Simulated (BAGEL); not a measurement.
# [B2H5O2]− (SMILES [BH3-]B(O)O) at PBE0/6-311+G(d,p) (density fitting with qzvpp-jkfit)

Aim: the energy change on altering one bond length of [B2H5O2]− at PBE0/6-311+G** (density fitting with qzvpp-jkfit), from 2 runs. 

Program for the calculation: BAGEL 1.2.2.

2 further runs of the same task are left out: 2 set aside as unsound or not needed. Runs told in other sessions of the task aren't counted.

### 1 The structure to begin with

[B2H5O2]− has 9 atoms, charge -1, and is taken as a singlet. SMILES: `[BH3-]B(O)O`. Geometry: relaxed at GFN2-xTB. This is one conformer, not always the lowest.

Bond lengths: B1–B2 1.697 Å, B2–O3 1.407 Å, B2–O4 1.407 Å, B1–H5 1.238 Å, B1–H6 1.241 Å, B1–H7 1.238 Å, O3–H8 0.956 Å, O4–H9 0.956 Å. Some angles: B1–B2–O3 125.1°, B1–B2–O4 125.6°, O3–B2–O4 109.3°, B2–B1–H5 110.6°, B2–B1–H6 112.8°, B2–B1–H7 112.0°, B2–O3–H8 108.5°, B2–O4–H9 108.3°, H5–B1–H6 107.1°, H5–B1–H7 106.4°.

### 2 A single-point energy at PBE0/6-311+G(d,p) (density fitting with qzvpp-jkfit)

job.json reads:

```json
{ "bagel": [

{
  "title": "molecule",
  "basis": "6-311+gss.json",
  "df_basis": "qzvpp-jkfit",
  "angstrom": "true",
  "geometry": [
    { "atom": "B", "xyz": [    0.254680,    0.940610,   -0.319590 ] },
    { "atom": "B", "xyz": [   -0.171720,   -0.610840,    0.220640 ] },
    { "atom": "O", "xyz": [    0.717840,   -1.692820,    0.355770 ] },
    { "atom": "O", "xyz": [   -1.467670,   -1.025080,    0.580350 ] },
    { "atom": "H", "xyz": [    0.503080,    0.926310,   -1.531980 ] },
    { "atom": "H", "xyz": [   -0.645350,    1.775930,   -0.140800 ] },
    { "atom": "H", "xyz": [    1.274260,    1.363820,    0.241170 ] },
    { "atom": "H", "xyz": [    1.593070,   -1.398680,    0.109540 ] },
    { "atom": "H", "xyz": [   -2.058200,   -0.279260,    0.484900 ] }
  ]
},
{ "title": "ks", "xc_func": "pbe0", "charge": -1 },
{ "title": "print", "file": "orbitals.molden", "orbitals": "true" }

]}
```

The basis set 6-311+G** is read from a file made from the Basis Set Exchange's data (not shown).

The run is started by

```bash
$ BAGEL_NUM_THREADS=1 BAGEL job.json > job.out
```

Standard output:

```text
* using 1 threads per process

  ===============================================================
  ===============================================================

  *** Geometry ***

  { "atom" : "B", "xyz" : [      0.481275,      1.777495,     -0.603938 ] },
  { "atom" : "B", "xyz" : [     -0.324504,     -1.154320,      0.416949 ] },
  { "atom" : "O", "xyz" : [      1.356521,     -3.198966,      0.672308 ] },
  { "atom" : "O", "xyz" : [     -2.773494,     -1.937120,      1.096703 ] },
  { "atom" : "H", "xyz" : [      0.950683,      1.750472,     -2.895023 ] },
  { "atom" : "H", "xyz" : [     -1.219535,      3.356021,     -0.266073 ] },
  { "atom" : "H", "xyz" : [      2.408002,      2.577246,      0.455745 ] },
  { "atom" : "H", "xyz" : [      3.010466,     -2.643122,      0.207001 ] },
  { "atom" : "H", "xyz" : [     -3.889434,     -0.527725,      0.916328 ] },

  Number of auxiliary basis functions:      394

  Since a DF basis is specified, we compute 2- and 3-index integrals:
    o Being stored without compression. Storage requirement is 0.044 GB

  Number of basis functions:      118
  Number of electrons      :       31

    * METHOD: MOLECULE                             0.18

  *** Kohn-Sham DFT ***

    * Removing 16650 points whose weight is below 1.00e-10
    * Grid points: 117504

  === Nuclear Repulsion ===
   103.3700351057

       - DIIS with orbital gradients will be used.

  === KS iteration (pbe0 / 6-311+gss.json) ===
      0       -150.38301088          0.20252643           0.42
      1       -129.75030610          0.14369665           0.41
      2       -135.95782058          0.19187888           0.42
      3       -185.04009298          0.12805505           0.42
      4       -191.89379362          0.09722155           0.42
      5       -198.09525185          0.08775043           0.42
      6       -201.38812841          0.06233103           0.42
      7       -177.92575222          0.14977189           0.43
      8       -202.95632146          0.01796000           0.42
      9       -203.02750505          0.01416178           0.42
     10       -203.10457212          0.00237010           0.42
     11       -203.10570254          0.00147739           0.43
     12       -203.10644798          0.00030184           0.41
     13       -203.10648197          0.00010304           0.42
     14       -203.10648624          0.00002663           0.41
     15       -203.10648653          0.00000516           0.42
     16       -203.10648654          0.00000207           0.42
     17       -203.10648654          0.00000146           0.42
     18       -203.10648654          0.00000034           0.42
     19       -203.10648654          0.00000007           0.41
     20       -203.10648654          0.00000002           0.42
     21       -203.10648654          0.00000001           0.42
    * SCF iteration converged.

    * Permanent dipole moment:
           (    0.358120,     1.379744,    -0.474159) a.u.

    * METHOD: KS                                   9.90

    * METHOD: PRINT                                0.02

  ===============================================================
```

It took 11 s on 1 thread of Arm Neoverse V2, shared host; peak memory 0.61 GiB.

### 3 The distorted shape at the same level

input.json reads:

```json
{ "bagel" : [

{
  "title" : "molecule",
  "basis" : "6-311+gss.json",
  "df_basis" : "qzvpp-jkfit",
  "angstrom" : true,
  "geometry" : [
    { "atom" : "B", "xyz" : [       0.524659,       0.690042,      -0.373221 ] },
    { "atom" : "B", "xyz" : [       0.098259,      -0.861408,       0.167009 ] },
    { "atom" : "O", "xyz" : [       0.987819,      -1.943388,       0.302139 ] },
    { "atom" : "O", "xyz" : [      -1.197691,      -1.275648,       0.526719 ] },
    { "atom" : "H", "xyz" : [       0.773059,       0.675742,      -1.585611 ] },
    { "atom" : "H", "xyz" : [      -0.645350,       1.775930,      -0.140800 ] },
    { "atom" : "H", "xyz" : [       1.544239,       1.113252,       0.187539 ] },
    { "atom" : "H", "xyz" : [       1.863049,      -1.649248,       0.055909 ] },
    { "atom" : "H", "xyz" : [      -1.788221,      -0.529828,       0.431269 ] }
  ]
},

{ "title" : "ks", "xc_func" : "pbe0", "charge" : -1 },

{ "title" : "print", "file" : "orbitals.molden", "orbitals" : true }

]}
```

The basis set 6-311+G** is read from a file made from the Basis Set Exchange's data (not shown).

The run is started by

```bash
$ BAGEL_NUM_THREADS=1 BAGEL input.json > input.out
```

Standard output:

```text
* using 1 threads per process

  ===============================================================
  ===============================================================

  *** Geometry ***

  { "atom" : "B", "xyz" : [      0.991462,      1.303990,     -0.705285 ] },
  { "atom" : "B", "xyz" : [      0.185683,     -1.627825,      0.315601 ] },
  { "atom" : "O", "xyz" : [      1.866707,     -3.672471,      0.570960 ] },
  { "atom" : "O", "xyz" : [     -2.263308,     -2.410625,      0.995355 ] },
  { "atom" : "H", "xyz" : [      1.460870,      1.276967,     -2.996371 ] },
  { "atom" : "H", "xyz" : [     -1.219535,      3.356021,     -0.266073 ] },
  { "atom" : "H", "xyz" : [      2.918189,      2.103741,      0.354397 ] },
  { "atom" : "H", "xyz" : [      3.520652,     -3.116627,      0.105653 ] },
  { "atom" : "H", "xyz" : [     -3.379248,     -1.001230,      0.814980 ] },

  Number of auxiliary basis functions:      394

  Since a DF basis is specified, we compute 2- and 3-index integrals:
    o Being stored without compression. Storage requirement is 0.044 GB

  Number of basis functions:      118
  Number of electrons      :       31

    * METHOD: MOLECULE                             0.18

  *** Kohn-Sham DFT ***

    * Removing 16257 points whose weight is below 1.00e-10
    * Grid points: 117897

  === Nuclear Repulsion ===
   102.5109561932

       - DIIS with orbital gradients will be used.

  === KS iteration (pbe0 / 6-311+gss.json) ===
      0       -150.60035037          0.20216465           0.43
      1       -131.41742992          0.13896658           0.41
      2       -136.68386661          0.18984410           0.42
      3       -185.27591627          0.12672076           0.42
      4       -190.96975883          0.10501176           0.42
      5       -192.39280467          0.10403421           0.42
      6       -195.08116975          0.10693254           0.42
      7       -130.24395976          0.13892938           0.42
      8       -193.42718307          0.10236208           0.42
      9       -194.73941729          0.09381225           0.42
     10       -191.39946445          0.12082127           0.42
     11       -190.25626063          0.12214778           0.42
     12       -192.15404928          0.11591709           0.42
     13       -130.69106174          0.17660283           0.41
     14       -201.79029173          0.05425742           0.42
     15       -201.44279861          0.05634612           0.42
     16       -202.76650012          0.02623197           0.43
     17       -203.04179313          0.00934231           0.42
     18       -203.06234363          0.00708548           0.42
     19       -203.08074905          0.00182617           0.42
     20       -203.08197828          0.00030014           0.42
     21       -203.08201423          0.00007472           0.42
     22       -203.08201580          0.00003396           0.43
     23       -203.08201619          0.00000532           0.42
     24       -203.08201620          0.00000197           0.42
     25       -203.08201620          0.00000075           0.42
     26       -203.08201620          0.00000021           0.42
     27       -203.08201620          0.00000010           0.42
     28       -203.08201620          0.00000003           0.42
     29       -203.08201620          0.00000001           0.42
     30       -203.08201620          0.00000000           0.42
    * SCF iteration converged.

    * Permanent dipole moment:
           (   -0.003235,     1.730956,    -0.411422) a.u.

    * METHOD: KS                                  13.69

    * METHOD: PRINT                                0.02

  ===============================================================
```

It took 14 s on 1 thread of Arm Neoverse V2, shared host; peak memory 0.61 GiB.

### 4 Results

At PBE0/6-311+G** (density fitting with qzvpp-jkfit):

| quantity | value |
| --- | --- |
| first shape: total energy | -203.10649 Eh |
| first shape: HOMO energy | -1.80 eV |
| first shape: LUMO energy | 3.90 eV |
| first shape: HOMO–LUMO gap (to an unbound level, set by the basis) | 5.70 eV |
| distorted shape: total energy | -203.08202 Eh |
| distorted shape: HOMO energy | -1.97 eV |
| distorted shape: LUMO energy | 3.80 eV |
| distorted shape: HOMO–LUMO gap (to an unbound level, set by the basis) | 5.77 eV |
| energy change with the B1–H6 bond stretched from 1.241 to 1.613 Å | 0.666 eV |

**Reading.** With the B1–H6 bond stretched from 1.241 to 1.613 Å the energy rises by 0.67 eV (15.4 kcal/mol). The first shape isn't relaxed at this level, so the change isn't measured from a minimum.
